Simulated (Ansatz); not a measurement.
# B2ClH5InN: one species, many methods

How much do the methods differ for B2ClH5InN? The plan is to run it at one geometry with functionals of several rungs and with coupled cluster. The yardstick is the atomisation energy at the CCSD(T) limit.

Program: Ansatz 0.2.0, Gaussian basis. Level of theory: functionals in def2-TZVPP, the program's frozen cores in correlated methods. These are calculated values, not measurements.

Levels to be run: LDA (SPW92), PBE-D4, revPBE-D4, BLYP-D4, r2SCAN-D4, B97M-V, PBE0-D4, B3LYP-D4, r2SCANh-D4, r2SCAN0-D4, HSE06-D4, BHLYP-D4, CAM-B3LYP-D4, LC-ωPBE, ωB97X-V, ωB97M-V, B2PLYP, PBE-QIDH; CCSD(T)/def2-SVP; CCSD(T)/def2-TZVPP; MP2/def2-QZVPP; extrapolation to the limit; RPA on PBE.

## (1) The relaxed structure

An earlier PBE0-D4 in a triple-zeta def2 set relaxation fixed the geometry. In takes the def2 core potential; no spin-orbit term is included.

SMILES `[BH2][In]([Cl])[BH]N`, 10 atoms, charge 0, spin multiplicity 1.

Atoms are counted from 1 here; the program's logs count them from 0.

Bond lengths: B1–In2 2.239 Å, B1–H6 1.196 Å, B1–H7 1.196 Å, In2–Cl3 2.425 Å, In2–B4 2.259 Å, B4–N5 1.378 Å, B4–H8 1.196 Å, N5–H9 1.012 Å, N5–H10 1.009 Å. Angles: In2–B1–H6 121.3°, In2–B1–H7 121.3°, H6–B1–H7 117.4°, B1–In2–Cl3 102.7°, B1–In2–B4 157.2°, Cl3–In2–B4 100.1°, In2–B4–N5 112.8°, In2–B4–H8 127.2°, N5–B4–H8 119.9°, B4–N5–H9 122.2°, B4–N5–H10 123.6°, H9–N5–H10 114.2°.

As a file:

```csv
atom,x (Å),y (Å),z (Å)
B1,-0.60930,1.97859,2.08804
In2,-0.18627,0.46493,0.49397
Cl3,2.23544,0.48118,0.37306
B4,-0.65068,-1.08203,-1.08506
N5,0.48183,-1.59328,-1.68179
H6,-0.66877,1.66658,3.24097
H7,-0.74681,3.13672,1.82361
H8,-1.73066,-1.46896,-1.42400
H9,1.41183,-1.29041,-1.42124
H10,0.46339,-2.29333,-2.40758
```

## (2) LDA

This LDA is Slater exchange with PW92 correlation.

in.yaml reads:

```yaml
crystal:
  periodic: [false, false, false]
  atoms:
    - {symbol: B, position_ang: [-0.609300, 1.978592, 2.088042]}
    - {symbol: In, position_ang: [-0.186267, 0.464934, 0.493975]}
    - {symbol: Cl, position_ang: [2.235444, 0.481179, 0.373057]}
    - {symbol: B, position_ang: [-0.650675, -1.082033, -1.085059]}
    - {symbol: N, position_ang: [0.481827, -1.593278, -1.681793]}
    - {symbol: H, position_ang: [-0.668773, 1.666582, 3.240974]}
    - {symbol: H, position_ang: [-0.746806, 3.136719, 1.823615]}
    - {symbol: H, position_ang: [-1.730657, -1.468960, -1.423997]}
    - {symbol: H, position_ang: [1.411827, -1.290407, -1.421237]}
    - {symbol: H, position_ang: [0.463392, -2.293328, -2.407576]}
basis:
  gaussian: {orbitals: def2-TZVPP}
hamiltonian: {xc: lda}
output: {orbitals: {seedname: orbitals}}
```

Run with:

```bash
$ ansatz run in.yaml --threads 4 --pin off --events-out ev --progress --plain --max-ram 10444MiB
```

After this run come: PBE-D4 (GGA); revPBE-D4 (GGA); BLYP-D4 (GGA); r2SCAN-D4 (meta-GGA); B97M-V (meta-GGA); PBE0-D4 (hybrid); B3LYP-D4 (hybrid); r2SCANh-D4 (hybrid); r2SCAN0-D4 (hybrid); HSE06-D4 (hybrid); BHLYP-D4 (hybrid); CAM-B3LYP-D4 (range-separated); LC-ωPBE (range-separated); ωB97X-V (range-separated); ωB97M-V (range-separated); B2PLYP (double hybrid); PBE-QIDH (double hybrid); CCSD(T) in def2-SVP; CCSD(T) in def2-TZVPP; MP2 in def2-QZVPP; RPA on PBE orbitals.

Before running them: what should the planned runs give, taken together? Wanted: atomisation energy, CCSD(T)/CBS; farthest beyond LDA; mean size of error, GGA; mean size of error, meta-GGA; mean size of error, hybrid; mean size of error, range-separated; mean size of error, double hybrid; gap, smallest and largest; T1 diagnostic.

The runs gave:

```
                               quantity                                                                                                                                         value
        atomisation energy, CCSD(T)/CBS                                                                                                                                 3168.3 kJ/mol
 functionals within 31.7 kJ/mol (1.0 %)  revPBE-D4, BLYP-D4, r2SCAN-D4, B97M-V, PBE0-D4, B3LYP-D4, r2SCANh-D4, r2SCAN0-D4, HSE06-D4, CAM-B3LYP-D4, LC-ωPBE, ωB97X-V, B2PLYP, PBE-QIDH
                    farthest beyond LDA                                                                                                                         PBE-D4 (+60.9 kJ/mol)
                mean size of error, GGA                                                                                                                                   31.3 kJ/mol
           mean size of error, meta-GGA                                                                                                                                   26.7 kJ/mol
             mean size of error, hybrid                                                                                                                                   21.9 kJ/mol
    mean size of error, range-separated                                                                                                                                   24.5 kJ/mol
      mean size of error, double hybrid                                                                                                                                   17.2 kJ/mol
              gap, smallest and largest                                                                                                      2.27 eV (LDA (SPW92)), 9.29 eV (LC-ωPBE)
                          T1 diagnostic                                                                                                                                        0.0138
triples share of the correlation energy                                                                                                                                         3.6 %
```

What this shows: LDA overbinds by 449.0 kJ/mol (14 %). PBE-D4 is off by +60.9 kJ/mol. Double hybrids carry the basis error of their MP2 part in triple zeta, and no dispersion term here, so their miss is partly the set-up's. The rungs double hybrid, hybrid, range-separated, meta-GGA, GGA miss on average by less than the doubt on the reference (31.7 kJ/mol), so they tie. The reference freezes the cores and leaves out spin-orbit coupling and excitations past (T), and its outer-core shells are covered unevenly, so misses under about 31.7 kJ/mol can't be ranked. All levels share the lack of spin-orbit coupling, which lowers the free heavy atoms and so the true binding. Hartree-Fock recovers 74 % of the binding; the rest is correlation. CCSD(T) in def2-SVP is off by -192.4 kJ/mol, which most functionals beat. The gap grows from 2.3 to 9.3 eV across the functionals, mostly with the share of exact exchange. Correlated methods include outer-core shells of In, which these sets cover unevenly.
